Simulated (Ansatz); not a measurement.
# C7H11GeN: how energies converge with the basis set

The task here is to estimate one member of a computed series from the others.

The runs use Ansatz 0.2.0, Gaussian basis; one geometry, several basis sets.

Plan: PBE0-D4/def2-SVP; ωB97M-V/def2-SVP; PBE0-D4/def2-QZVPP; ωB97M-V/def2-QZVPP; the functionals' def2-TZVPP values are taken from earlier runs.

## The geometry

The geometry comes from an earlier relaxation with PBE0-D4 in a triple-zeta def2 set; it is a stationary point, not always the lowest conformer.

20 atoms, charge 0, spin multiplicity 1.

Atoms are counted from 1 here; the program's logs count them from 0.

Bond lengths: C1–N2 1.443 Å, C1–H10 1.097 Å, C1–H11 1.097 Å, C1–H12 1.090 Å, N2–Ge3 1.848 Å, N2–C4 1.382 Å, Ge3–H13 1.539 Å, Ge3–H14 1.534 Å, Ge3–H15 1.539 Å, C4–C5 1.402 Å, C4–C9 1.403 Å, C5–C6 1.386 Å, C5–H16 1.081 Å, C6–C7 1.385 Å, C6–H17 1.085 Å, C7–C8 1.388 Å, C7–H18 1.083 Å, C8–C9 1.381 Å and more. Angles: N2–C1–H10 111.8°, N2–C1–H11 111.8°, N2–C1–H12 109.8°, H10–C1–H11 107.9°, H10–C1–H12 107.7°, H11–C1–H12 107.7°, C1–N2–Ge3 119.9°, C1–N2–C4 118.5°, Ge3–N2–C4 121.7°, N2–Ge3–H13 110.5°, N2–Ge3–H14 104.7°, N2–Ge3–H15 110.5°, H13–Ge3–H14 110.9°, H13–Ge3–H15 109.2°, H14–Ge3–H15 111.0°, N2–C4–C5 121.8°, N2–C4–C9 120.8°, C5–C4–C9 117.4° and more.

The first run:

File in.yaml:

```yaml
crystal:
  periodic: [false, false, false]
  atoms:
    - {symbol: C, position_ang: [0.695375, -0.256708, -2.248297]}
    - {symbol: N, position_ang: [0.839143, -0.451380, -0.825865]}
    - {symbol: Ge, position_ang: [2.290648, -1.386499, -0.166536]}
    - {symbol: C, position_ang: [-0.126275, 0.074112, 0.011549]}
    - {symbol: C, position_ang: [-1.229061, 0.782936, -0.486261]}
    - {symbol: C, position_ang: [-2.184943, 1.301186, 0.372632]}
    - {symbol: C, position_ang: [-2.083088, 1.136966, 1.743935]}
    - {symbol: C, position_ang: [-0.995640, 0.436920, 2.247732]}
    - {symbol: C, position_ang: [-0.035495, -0.085084, 1.402936]}
    - {symbol: H, position_ang: [0.689722, 0.807296, -2.515700]}
    - {symbol: H, position_ang: [-0.230811, -0.704368, -2.629656]}
    - {symbol: H, position_ang: [1.528993, -0.724999, -2.770935]}
    - {symbol: H, position_ang: [3.125928, -0.495801, 0.769932]}
    - {symbol: H, position_ang: [3.096468, -1.781417, -1.410319]}
    - {symbol: H, position_ang: [1.823541, -2.633213, 0.605219]}
    - {symbol: H, position_ang: [-1.345616, 0.933208, -1.550698]}
    - {symbol: H, position_ang: [-3.025084, 1.844141, -0.046664]}
    - {symbol: H, position_ang: [-2.834365, 1.545035, 2.408634]}
    - {symbol: H, position_ang: [-0.889843, 0.292746, 3.317286]}
    - {symbol: H, position_ang: [0.798903, -0.625677, 1.837276]}
basis:
  gaussian: {orbitals: def2-SVP}
hamiltonian: {xc: pbe0, dispersion: d4}
output: {orbitals: {seedname: orbitals}}
```

The run is started by

```console
$ ansatz run in.yaml --threads 4 --pin off --events-out ev --progress --plain --max-ram 46080MiB --backend cpu
```

Among the steps run: PBE0-D4 in def2-SVP; ωB97M-V in def2-SVP; PBE0-D4 in def2-QZVPP; ωB97M-V in def2-QZVPP.

One table of the session follows, with a row left open; its other results are not shown here.

It belongs to the step «Density functionals: the series». 

```
functional       basis  HOMO (eV)  LUMO (eV)
   PBE0-D4    def2-SVP          ?          ?
   PBE0-D4  def2-TZVPP      -5.70      -0.02
   PBE0-D4  def2-QZVPP      -5.72      -0.07
   ωB97M-V    def2-SVP      -7.66       2.21
   ωB97M-V  def2-TZVPP      -7.72       1.95
   ωB97M-V  def2-QZVPP      -7.74       1.63
```

Estimate the missing values for PBE0-D4, def2-SVP.

**Answer.** HOMO (eV): -5.65; LUMO (eV): 0.15. In the column «HOMO (eV)» it is the highest.
